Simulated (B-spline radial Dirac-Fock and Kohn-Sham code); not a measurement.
# Ir⁶⁶⁺: core levels and X-ray properties

What does theory give for the Ir⁶⁶⁺ ion? The session works out its X-ray form factor and Compton profile and the binding energy of each subshell.

Method: a free atom or ion on a radial basis; each step names its model; computed with B-spline radial Dirac-Fock and Kohn-Sham code, version 2.

**1. The system**

Ir⁶⁶⁺, configuration [Ne] 3s1.

| Item | Value |
| --- | --- |
| nuclear charge | 77 |
| electrons | 11 |
| mass number | 193 |
| nuclear rms radius | 5.4032 fm |

Outer shells as boxes (Hund's rule, for the drawing alone; heavy ions are jj-coupled, and the calculation averages over the configuration):

```
[Ne] core
3s [↑ ]
```

**2. Form factor and Compton profile**

Model: Dirac-Fock average of configuration, finite nucleus; form factor of the spherical density, Waller-Hartree incoherent function, impulse-approximation Compton profiles.

The run's settings:

```ini
task = scatter
Z = 77
charge = 66
configuration = 1s2 2s2 2p6 3s1
mass_number = 193
rms_radius = 5.4032  # fm
s = [0.0, 0.05, 0.1, 0.15, 0.2, 0.25, 0.3, 0.35, 0.4, 0.45, 0.5, 0.6, 0.7, 0.8, 0.9, 1.0, 1.1, 1.2, 1.4, 1.6, 1.8, 2.0, 2.5, 3.0, 3.5, 4.0, 5.0, 6.0]  # 1/A
pz = [0, 0.1, 0.14, 0.21, 0.3, 0.43, 0.62, 0.89, 1.3, 1.9, 2.7, 3.8, 5.5, 8.0, 11.0, 17.0, 24.0, 34.0, 49.0, 71.0, 100.0]  # a.u.
photon_energy = [1000, 2000, 5000, 8047.8, 30000, 50000, 500000, 1000000]  # eV
```

The program writes no log. Results of the run, from its result record (rounded, main fields):

```text
{
  "status": "converged",
  "form_factor [e]": [11.0, 10.999, 10.994, 10.987, 10.977, 10.964, 10.949, 10.93, 10.909, 10.885, 10.858, 10.798, 10.727, 10.646, 10.557, 10.458, 10.353, 10.24, 9.9945, 9.7285, 9.4466, 9.1537, 8.3993, 7.6499, 6.9319, 6.2562, 5.0414, 4.0174],
  "incoherent": [1.2215e-11, 0.0021784, 0.0087038, 0.019547, 0.03466, 0.053977, 0.077412, 0.10486, 0.13622, 0.17133, 0.21007, 0.29778, 0.39795, 0.50911, 0.62969, 0.75813, 0.89291, 1.0326, 1.3216, 1.6164, 1.911, 2.202, 2.9085, 3.593, 4.2627, 4.9099, 6.0811, 7.0436],
  "compton_total [1/a.u.]": [0.25698, 0.25696, 0.25694, 0.2569, 0.25682, 0.25666, 0.25631, 0.25562, 0.2541, 0.25093, 0.24517, 0.23502, 0.21664, 0.1902, 0.16526, 0.12668, 0.084121, 0.043613, 0.018558, 0.0069559, 0.0024475],
  "shells": ["1s1/2", "2s1/2", "2p1/2", "2p3/2", "3s1/2"],
  "occupation": [2.0, 2.0, 2.0, 4.0, 1.0],
  "mean_momentum [a.u.]": [81.93, 29.854, 39.029, 34.233, 16.963],
  "r2 [bohr^2]": 0.077983,
  "r_inverse [1/bohr]": 360.62,
  "r1 [bohr]": 0.73858,
  "coherent [b]": [80.467, 80.385, 79.817, 78.767, 62.326, 45.626, 1.5313, 0.41496],
  "incoherent_cross_section [b]": [0.0018746, 0.0074427, 0.045135, 0.11212, 0.94149, 1.6486, 2.8539, 2.2218]
}
```

Form factor and incoherent function, every second point:

```csv
s (1/Å),f (e),f / N,S(s)
0,11.00,1.000,0
0.100,10.99,0.999,0.008704
0.200,10.98,0.998,0.03466
0.300,10.95,0.995,0.07741
0.400,10.91,0.992,0.1362
0.500,10.86,0.987,0.2101
0.700,10.73,0.975,0.3980
0.900,10.56,0.960,0.6297
1.10,10.35,0.941,0.8929
1.40,9.995,0.909,1.322
1.80,9.447,0.859,1.911
2.50,8.399,0.764,2.909
3.50,6.932,0.630,4.263
5.00,5.041,0.458,6.081
```

**3. Binding energies**

Model: Dirac-Fock average of configuration, Delta-SCF, finite nucleus, first-order Breit with its frequency dependence, self-energy and vacuum polarisation.

Recorded inputs:

```ini
task = binding
```

The program writes no log. Results of the run, from its result record (rounded, main fields):

```text
{
  "status": "converged",
  "shells": ["K", "L1", "L2", "L3", "M1"],
  "total_energy_parts [Ha]": [-12388.0659, 16.5169941, -1.43287167, -0.328902093, 15.8647128, -3.02214306],
  "koopmans [eV]": [82537.4, 19104.7, 18583.1, 16897.1, 7864.05],
  "dirac_coulomb [eV]": ["-", "-", 18578.0, 16893.4, 7863.93],
  "gaunt [eV]": ["-", "-", -52.7402, -34.6632, -8.03958],
  "retardation [eV]": ["-", "-", 5.07313, 5.17605, 1.02903],
  "breit_frequency [eV]": ["-", "-", -0.086208, 2.27726, -0.0989127],
  "self_energy [eV]": ["-", "-", -0.892292, -2.43753, -7.3881],
  "vacuum_polarisation [eV]": ["-", "-", 0.302113, -0.128942, 1.32817],
  "binding [eV]": ["-", "-", 18529.6, 16863.6, 7850.76],
  "mean_radius [bohr]": [0.0174223, 0.0717901, 0.0592353, 0.0671319, 0.173154]
}
```

total_energy_parts: Dirac-Coulomb, Gaunt, retardation, frequency dependence, self-energy, vacuum polarisation. Blank entries are hole states that did not converge, or in which two open shells of one symmetry are about equally filled, where the average of configuration falls too low.

The binding energies by parts, in eV; the parts add up.

```csv
level,-ε,relaxation,Breit,QED,binding
L2 (2p1/2),18583.1,-5.19,-47.75,-0.59,18529.6
L3 (2p3/2),16897.1,-3.76,-27.21,-2.57,16863.6
M1 (3s),7864.0,-0.12,-7.11,-6.06,7850.8
```

**4. Outcome**

| quantity | value |
| --- | --- |
| rms radius of the electron cloud | 0.0842 bohr |
| form factor halves at | 4.6 1/Å |
| Compton profile at zero | 0.2570 1/a.u. |
| deepest level listed, L2 (2p1/2) | 18529.6 eV |
| least bound, M1 (3s) | 7850.8 eV |
| ionisation energy, NIST (theoretical) | 7850.00 eV |

**Reading.** The form factor starts at the 11 electrons and halves by s = 4.6 1/Å. Incoherent scattering outweighs coherent from 500 keV on, among the energies asked. The L2 (2p1/2) level lies 5.19 eV under Koopmans' value by relaxation alone; Breit gives -47.75 and QED -0.59 eV. NIST's ionisation energy differs by -0.76 eV from the least binding energy, within its stated uncertainty. The Hartree-Fock and Dirac-Fock values hold no electron correlation.
